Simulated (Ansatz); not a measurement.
# H3NZr: the cost of one run

The runs use Ansatz 0.2.0, Gaussian basis; the settings change from run to run.

13 further runs of the same task are left out: 6 that didn't finish, 7 set aside as unsound or not needed. Runs told in other sessions of the task aren't counted.

### 1 The system

The geometry is a PBE0/def2-TZVP stationary point (not a proven minimum) with its atoms shifted at random (size 0.100 Å). No spin-orbit coupling is included. Elements past krypton take def2 core potentials.

5 atoms, charge 1, spin multiplicity 4.

Atoms are counted from 1 here; the program's logs count them from 0.

Bond lengths: Zr1–N2 2.127 Å, N2–H3 1.082 Å, N2–H4 1.067 Å, N2–H5 1.079 Å. Angles: Zr1–N2–H3 115.6°, Zr1–N2–H4 121.7°, Zr1–N2–H5 114.6°, H3–N2–H4 95.9°, H3–N2–H5 96.6°, H4–N2–H5 108.2°.

Geometry (Å):

```xyz
5
H3NZr
Zr   -0.3484    0.0034    0.0010
N     1.7787   -0.0043    0.0002
H     2.2433   -0.9811   -0.0057
H     2.3408    0.3798    0.8214
H     2.2288    0.3531   -0.9124
```

### 2 CCSD on ROHF/def2-SVP

in.yaml reads:

```yaml
crystal:
  periodic: [false, false, false]
  atoms:
    - {symbol: Zr, position_ang: [-0.348387, 0.003405, 0.001032]}
    - {symbol: N, position_ang: [1.778738, -0.004314, 0.000236]}
    - {symbol: H, position_ang: [2.243338, -0.981133, -0.005693]}
    - {symbol: H, position_ang: [2.340763, 0.379800, 0.821423]}
    - {symbol: H, position_ang: [2.228836, 0.353134, -0.912418]}
basis:
  gaussian: {orbitals: def2-SVP, point_charges: [{charge: -0.50, position_ang: [5.979, 0.427, 0.667]}]}
total_charge: 1
magnetization: {spin_polarized: false, initial_magnetization: 3}
correlation: {method: ccsd, electrons: outside_noble_gas}
scf: {lower_state_search: light}
output: {forces: true}
```

Started as:

```
$ ansatz run in.yaml --threads 1 --pin off --events-out ev --progress --plain --max-ram 2393MiB
```

Q: Estimate wall time and peak memory on 1 thread of Arm Neoverse V2, shared host.

About 99 s, with a peak of 0.3 GiB.
